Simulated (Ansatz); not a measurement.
**B (sc type): how the settings move a single-point run**

How sensitive is a single-point run of B (sc type) to its settings? A reference run comes first, then one run with altered input.

Computed with Ansatz 0.2.0 (reference: DFT, PBEsol, all-electron LAPW, scalar-relativistic, unless a step's input says otherwise).

**1. The starting structure**

Symmetry: Pm-3m, No. 221, cubic system. Conventional cell: a = 1.491 Å, b = 1.491 Å, c = 1.491 Å, α = 90.00°, β = 90.00°, γ = 90.00°. B (site symmetry m-3m) has 6 B at 1.49 Å in its first shell of neighbours.

As a file:

```cif
data_structure
_symmetry_space_group_name_H-M 'P 1'
_symmetry_Int_Tables_number 1
_cell_length_a 1.4906
_cell_length_b 1.4906
_cell_length_c 1.4906
_cell_angle_alpha 90.000
_cell_angle_beta 90.000
_cell_angle_gamma 90.000
_cell_volume 3.31
loop_
_atom_site_label
_atom_site_type_symbol
_atom_site_fract_x
_atom_site_fract_y
_atom_site_fract_z
_atom_site_occupancy
B1 B 0.00000 0.00000 0.00000 1
```

**2. Reference**

Contents of input.yaml:

```yaml
crystal:
  lattice:
    - [1.4906181843, 0.0, 0.0]
    - [0.0, 1.4906181843, 0.0]
    - [0.0, 0.0, 1.4906181843]
  atoms:
    - { symbol: B, position: [0.0, 0.0, 0.0] }
kpoints:
  mp_grid: { grid: [20, 20, 20] }
scf:
  occupations: { method: fermi_dirac, width: 0.05 }
hamiltonian:
  xc: pbesol
  pseudopotentials: { kind: all_electron, lapw: { basis_error: 0.001 } }
output:
  forces: true
  stress: true
  eigenvalues: true
  populations: true
```

On the command line:

```bash
$ ansatz run input.yaml --threads 1 --pin off --max-ram 2048MiB --backend cpu --events-out ev --progress --plain --runs-dir out
```

**3. Variant: starting moments, mixing.algorithm broyden, mixing.beta 0.1, mixing.ndim 2, dispersion d4, spin_polarized true**

Contents of input.yaml:

```yaml
crystal:
  lattice:
    - [1.4906181843, 0.0, 0.0]
    - [0.0, 1.4906181843, 0.0]
    - [0.0, 0.0, 1.4906181843]
  atoms:
    - { symbol: B, position: [0.0, 0.0, 0.0], spin: 0.5 }
kpoints:
  mp_grid: { grid: [20, 20, 20] }
scf:
  occupations: { method: fermi_dirac, width: 0.05 }
  mixing: { algorithm: broyden, beta: 0.1, ndim: 2 }
hamiltonian:
  xc: pbesol
  pseudopotentials: { kind: all_electron, lapw: { basis_error: 0.001 } }
  dispersion: d4
output:
  forces: true
  stress: true
  eigenvalues: true
  populations: true
magnetization:
  spin_polarized: true
```

Q: Predict the outcome of this session. Wanted: for each run, ending; energy change; pressure; gap; force.

As calculated:

| run | ending | energy change | pressure (GPa) | gap (eV) | force (eV/Å) | cycles | time |
| --- | --- | --- | --- | --- | --- | --- | --- |
| reference | converged | 0 | 552.7 | 0.00 | 0.00 | 4 | 6.7 s |
| 1: starting moments, mixing.algorithm broyden, mixing.beta 0.1, mixing.ndim 2, dispersion d4, spin_polarized true | converged | -250.5 meV/atom (dispersion and other settings together) | 543.4 | 0.00 | 0.00 | 31 | 42 s |

Residual by cycle in the longest SCF loop of each run; runs are numbered as in the table. The quantity is the density residual dr2, in eV.

| cycle | reference | run 1 |
| --- | --- | --- |
| 1 | 0.152 | 0.152 |
| 4 | 3.9e-8 | 1.1e-4 |
| 6 | - | 1.1e-7 |
| 9 | - | 1.9e-7 |
| 12 | - | 5.9e-8 |
| 15 | - | 1.7e-7 |
| 17 | - | 5.0e-8 |
| 20 | - | 4.6e-9 |
| 23 | - | 1.7e-10 |
| 26 | - | 2.6e-11 |
| 28 | - | 9.0e-13 |
| 31 | - | 2.6e-13 |

The energy moves by -250.5 meV/atom, nearly all of it the dispersion term itself (-250.5 meV/atom); that offset belongs to the model and is no gain or loss of stability; the pressure goes from 552.7 to 543.4 GPa. The structure is not at rest: the sound run finds 553 GPa, so these are no properties of the relaxed crystal. 
